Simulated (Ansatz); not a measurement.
# Cu12CO: the cost of one run

Method: DFT PBE, scalar-relativistic, plane waves, PAW, in Ansatz 0.2.0.

13 further runs of the same task are left out: 13 set aside as unsound or not needed.

### 1 The system as given

The structure is triclinic, space group P1 (No. 1). Conventional cell: a = 5.132 Å, b = 5.132 Å, c = 22.122 Å, α = 90.00°, β = 90.00°, γ = 120.00°. Cu (site symmetry 1) has 9 Cu at 2.54 to 2.57 Å as nearest neighbours. Around Cu (site symmetry 1) lie 12 Cu at 2.54 to 2.57 Å. Only part of the 14 independent sites is listed.

As a file:

```cif
data_structure
_symmetry_space_group_name_H-M 'P 1'
_symmetry_Int_Tables_number 1
_cell_length_a 5.1320
_cell_length_b 5.1320
_cell_length_c 22.1216
_cell_angle_alpha 90.000
_cell_angle_beta 90.000
_cell_angle_gamma 120.000
_cell_volume 504.56
loop_
_atom_site_label
_atom_site_type_symbol
_atom_site_fract_x
_atom_site_fract_y
_atom_site_fract_z
_atom_site_occupancy
Cu1 Cu 0.33333 0.16667 0.18082 1
Cu2 Cu 0.33333 0.66667 0.18082 1
Cu3 Cu 0.83333 0.16667 0.18082 1
Cu4 Cu 0.83333 0.66667 0.18082 1
Cu5 Cu 0.16667 0.33333 0.27397 1
Cu6 Cu 0.16667 0.83333 0.27397 1
Cu7 Cu 0.66667 0.33333 0.27397 1
Cu8 Cu 0.66667 0.83333 0.27397 1
Cu9 Cu 0.00000 0.00000 0.36713 1
Cu10 Cu 0.00000 0.50000 0.36713 1
Cu11 Cu 0.50000 0.00000 0.36713 1
Cu12 Cu 0.50000 0.50000 0.36713 1
C1 C 0.25000 0.50000 0.44353 1
O1 O 0.25000 0.55850 0.49418 1
```

This is the geometry of the first run shown, built on a cell relaxed beforehand with the same method.

### 2 The scan

Atoms count from 1 in the order of the input.

CO stands on one site of a rigid substrate at a fixed height and bond length while its axis is turned; the height is held at 1.69 Å.

First coordinate, tilt of the C13-O14 axis from the surface normal: 7 values from 0 to 90 °. Second coordinate, azimuth of the C13-O14 axis from a direction equivalent to the long diagonal of the hexagonal surface cell: 12 values from 0 to 330 °, periodic.

Nothing else is relaxed. Points are written as (first, second).

### 3 Grid point (15°, 30°)

A dipole layer in the vacuum cancels the field that periodic copies would set up if the slab's two faces differ.

input.yaml

```yaml
crystal:
  lattice:
    - [5.1319544646, 0.0, 0.0]
    - [-2.5659772323, 4.4444029374, 0.0]
    - [0.0, 0.0, 22.1215701967]
  atoms:
    - { symbol: Cu, position: [0.3333333333, 0.1666666667, 0.1808189909] }
    - { symbol: Cu, position: [0.3333333333, 0.6666666667, 0.1808189909] }
    - { symbol: Cu, position: [0.8333333333, 0.1666666667, 0.1808189909] }
    - { symbol: Cu, position: [0.8333333333, 0.6666666667, 0.1808189909] }
    - { symbol: Cu, position: [0.1666666667, 0.3333333333, 0.2739718312] }
    - { symbol: Cu, position: [0.1666666667, 0.8333333333, 0.2739718312] }
    - { symbol: Cu, position: [0.6666666667, 0.3333333333, 0.2739718312] }
    - { symbol: Cu, position: [0.6666666667, 0.8333333333, 0.2739718312] }
    - { symbol: Cu, position: [0.0, 0.0, 0.3671335319] }
    - { symbol: Cu, position: [0.0, 0.5, 0.3671335319] }
    - { symbol: Cu, position: [0.5, 0.0, 0.3671335319] }
    - { symbol: Cu, position: [0.5, 0.5, 0.3671335319] }
    - { symbol: C, position: [0.25, 0.5, 0.4435295555] }
    - { symbol: O, position: [0.25, 0.5585020959, 0.4941802981] }
basis:
  ecutwfc: 420
kpoints:
  mp_grid: { grid: [6, 6, 1] }
hamiltonian:
  xc: pbe
  pseudopotentials: { kind: paw, azcp: { folder: soft_1 } }
scf:
  occupations: { method: gaussian, width: 0.1 }
output:
  forces: true
  eigenvalues: true
efield:
  axis: 3
  dipole_correction: true
  ramp_width: 0.04
```

Run with:

```console
ansatz run input.yaml --threads 4 --pin off --max-ram 12288MiB --backend cpu --events-out ev --progress --plain --runs-dir out
```

**Question.** How long does this run take on 4 threads of Arm Neoverse N1, shared host, and how much memory does it need?

About 92 s, with a peak of 2.1 GiB.
